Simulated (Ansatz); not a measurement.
# HfC: the cost of one run

Method: DFT PBEsol, scalar-relativistic, plane waves, PAW, in Ansatz 0.2.0.

### Step 1. Starting point

Symmetry: Fm-3m, No. 225, cubic system. The conventional cell has a = 4.650 Å, b = 4.650 Å, c = 4.650 Å, α = 90.00°, β = 90.00°, γ = 90.00°. Hf (site symmetry m-3m) is surrounded by 6 C at 2.33 Å. C (site symmetry m-3m) has 6 Hf at 2.33 Å as nearest neighbours.

Structure file:

```
CELL_PARAMETERS angstrom
-4.65000 4.65000 0.00000
-4.65000 0.00000 4.65000
0.00000 4.65000 4.65000
ATOMIC_POSITIONS crystal
Hf 0.75000 0.75000 0.75000
Hf 0.25000 0.75000 0.75000
Hf 0.75000 0.25000 0.75000
Hf 0.75000 0.75000 0.25000
Hf 0.25000 0.25000 0.75000
Hf 0.25000 0.75000 0.25000
Hf 0.75000 0.25000 0.25000
Hf 0.25000 0.25000 0.25000
C 0.00000 0.00000 0.00000
C 0.50000 0.00000 0.00000
C 0.00000 0.50000 0.00000
C 0.00000 0.00000 0.50000
C 0.50000 0.50000 0.00000
C 0.50000 0.00000 0.50000
C 0.00000 0.50000 0.50000
C 0.50000 0.50000 0.50000
```

No relaxation comes first: the listed cell is the starting point.

### Step 2. Reference: the perfect supercell

input.yaml

```yaml
crystal:
  lattice:
    - [-4.65, 4.65, 0.0]
    - [-4.65, 0.0, 4.65]
    - [0.0, 4.65, 4.65]
  atoms:
    - { symbol: Hf, position: [0.75, 0.75, 0.75] }
    - { symbol: Hf, position: [0.25, 0.75, 0.75] }
    - { symbol: Hf, position: [0.75, 0.25, 0.75] }
    - { symbol: Hf, position: [0.75, 0.75, 0.25] }
    - { symbol: Hf, position: [0.25, 0.25, 0.75] }
    - { symbol: Hf, position: [0.25, 0.75, 0.25] }
    - { symbol: Hf, position: [0.75, 0.25, 0.25] }
    - { symbol: Hf, position: [0.25, 0.25, 0.25] }
    - { symbol: C, position: [0.0, 0.0, 0.0] }
    - { symbol: C, position: [0.5, 0.0, 0.0] }
    - { symbol: C, position: [0.0, 0.5, 0.0] }
    - { symbol: C, position: [0.0, 0.0, 0.5] }
    - { symbol: C, position: [0.5, 0.5, 0.0] }
    - { symbol: C, position: [0.5, 0.0, 0.5] }
    - { symbol: C, position: [0.0, 0.5, 0.5] }
    - { symbol: C, position: [0.5, 0.5, 0.5] }
  symmetry: { detect: false }
basis:
  ecutwfc: 420
kpoints:
  mp_grid: { grid: [2, 2, 2], shift: [0.5, 0.5, 0.5] }
hamiltonian:
  xc: pbesol
scf:
  occupations: { method: gaussian, width: 0.1 }
output:
  forces: true
  stress: true
  eigenvalues: true
```

On the command line:

```sh
> ansatz run input.yaml --threads 4 --pin off --max-ram 5120MiB --backend cpu --events-out ev --progress --plain --runs-dir out
```

**Question.** How long does this run take on 4 threads of AMD EPYC 7R13 (Zen 3), shared host, and how much memory does it need?

About 5.1 s, with a peak of 0.83 GiB.
